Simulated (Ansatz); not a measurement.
**Ge₂H₃ (doublet): from Hartree-Fock to the top rungs at a displaced geometry (v2), cc-pVDZ**

How much of the correlation energy of Ge₂H₃ (doublet) does each wave-function method recover here?

The runs use Ansatz 0.2.0, Gaussian basis; cc-pVDZ, core rule «outside noble gas», up to 28 orbitals frozen.

The runs, in order: UHF; CCSD(T) on ROHF; CCSD(T) on UHF; BCCD(T) on ROHF; CISD; CCSDT(Q) on ROHF; CCSDT(Q) on UHF.

15 further runs of the same task are left out: 6 that didn't finish, 9 set aside as unsound or not needed.

### 1 The system

The geometry is a PBE0/def2-TZVP stationary point (not a proven minimum) with its atoms shifted at random (size 0.100 Å). No spin-orbit coupling is included. The filled d shell of Ge may be among the frozen orbitals whatever the setting's name suggests; the logs give the count.

5 atoms, charge 0, spin multiplicity 2.

Atoms are counted from 1 here; the program's logs count them from 0.

Bond lengths: Ge1–Ge2 2.399 Å, Ge1–H3 1.534 Å, Ge1–H4 1.626 Å, Ge2–H5 1.490 Å. Angles: Ge2–Ge1–H3 129.9°, Ge2–Ge1–H4 123.0°, H3–Ge1–H4 106.5°, Ge1–Ge2–H5 91.0°.

### 2 UHF

Contents of in.yaml:

```yaml
crystal:
  periodic: [false, false, false]
  atoms:
    - {symbol: Ge, position_ang: [0.082126, 0.010454, 1.175941]}
    - {symbol: Ge, position_ang: [-0.082748, -0.028695, -1.217067]}
    - {symbol: H, position_ang: [-0.006127, 1.192519, 2.149921]}
    - {symbol: H, position_ang: [0.076981, -1.337291, 2.084944]}
    - {symbol: H, position_ang: [-0.026077, 1.459340, -1.271015]}
basis:
  gaussian: {orbitals: cc-pVDZ}
magnetization: {spin_polarized: true, initial_magnetization: 1}
hamiltonian: {xc: hf}
output: {orbitals: {seedname: orbitals}}
```

The run is started by

```sh
ansatz run in.yaml --threads 1 --pin off --events-out ev --progress --plain --max-ram 2393MiB
```

After this run come: CCSD(T) on ROHF; CCSD(T) on UHF; BCCD(T) on ROHF; CISD; CCSDT(Q) on ROHF; CCSDT(Q) on UHF.

**Question.** What will the summary of the whole plan be? Wanted: UCCSDT(Q) below the RHF energy; RMP2 from UCCSDT(Q); UMP2 from UCCSDT(Q); RCCSD from UCCSDT(Q); RCCSD(T) from UCCSDT(Q); UCCSD(T) from UCCSDT(Q); RCCSDT(Q) from UCCSDT(Q); T1 diagnostic.

**Answer**, as computed:

```
                         quantity                      value
   UCCSDT(Q) below the RHF energy                 -5.7544 eV
              RMP2 from UCCSDT(Q)                +1285.9 meV
              UMP2 from UCCSDT(Q)                +1328.8 meV
             RCCSD from UCCSDT(Q)                 +217.4 meV
          RCCSD(T) from UCCSDT(Q)                  +47.7 meV
          UCCSD(T) from UCCSDT(Q)                  +47.4 meV
         RCCSDT(Q) from UCCSDT(Q)                   +1.8 meV
levels within 1 kcal/mol (43 meV)  RCCSDT, UCCSDT, RCCSDT(Q)
                    T1 diagnostic                      0.022
```

**Reading.** RCCSD(T) misses by +47.7 meV, 0.8 % of the correlation energy. These misses are within one basis, not against nature; the frozen cores of restricted and unrestricted runs differ, which can shift their rows.
